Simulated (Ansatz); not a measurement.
# SiCl₃+: basis-set convergence

An exercise on one series of results from a longer session: the logs are not shown, and one member is left open.

Program: Ansatz 0.2.0, Gaussian basis. Level of theory: one geometry, several basis sets. These are calculated values, not measurements.

Levels to be run: PBE0-D4/def2-SVP; ωB97M-V/def2-SVP; PBE0-D4/def2-QZVPP; ωB97M-V/def2-QZVPP; CCSD(T)/cc-pV(D+d)Z; CCSD(T)/cc-pV(T+d)Z; CCSD(T)/cc-pV(Q+d)Z; the functionals' def2-TZVPP values are taken from earlier runs.

## The relaxed structure

All runs share one geometry, relaxed beforehand with PBE0-D4 in a triple-zeta def2 set.

SMILES `Cl[Si+](Cl)Cl`, 4 atoms, charge 1, spin multiplicity 1.

Atoms are counted from 1 here; the program's logs count them from 0.

Bond lengths: Cl1–Si2 1.947 Å, Si2–Cl3 1.947 Å, Si2–Cl4 1.947 Å. Angles: Cl1–Si2–Cl3 120.0°, Cl1–Si2–Cl4 120.0°, Cl3–Si2–Cl4 120.0°.

The first run:

Input file in.yaml:

```yaml
crystal:
  periodic: [false, false, false]
  atoms:
    - {symbol: Cl, position_ang: [-1.556046, -0.622342, 0.990905]}
    - {symbol: Si, position_ang: [-0.000013, -0.000081, -0.000072]}
    - {symbol: Cl, position_ang: [1.772029, -0.669592, 0.449493]}
    - {symbol: Cl, position_ang: [-0.215970, 1.292014, -1.440326]}
basis:
  gaussian: {orbitals: def2-SVP}
total_charge: 1
hamiltonian: {xc: pbe0, dispersion: d4}
output: {orbitals: {seedname: orbitals}}
```

On the command line:

```bash
$ ansatz run in.yaml --threads 2 --pin off --events-out ev --progress --plain --max-ram 32768MiB --backend cpu
```

Steps of the session up to this table: PBE0-D4 in def2-SVP; ωB97M-V in def2-SVP; PBE0-D4 in def2-QZVPP; ωB97M-V in def2-QZVPP.

One table of the session follows, with a row left open; its other results are not shown here.

It belongs to the step «Functionals by basis». 

```
functional       basis  HOMO (eV)  LUMO (eV)
   PBE0-D4    def2-SVP     -15.58      -8.41
   PBE0-D4  def2-TZVPP     -15.47      -8.28
   PBE0-D4  def2-QZVPP     -15.47      -8.28
   ωB97M-V    def2-SVP     -17.75      -6.31
   ωB97M-V  def2-TZVPP     -17.68      -6.20
   ωB97M-V  def2-QZVPP          ?          ?
```

Estimate the missing values for ωB97M-V, def2-QZVPP.

**Answer.** HOMO (eV): -17.69; LUMO (eV): -6.21. In the column «HOMO (eV)» it lies between ωB97M-V, def2-SVP (-17.75) and ωB97M-V, def2-TZVPP (-17.68).
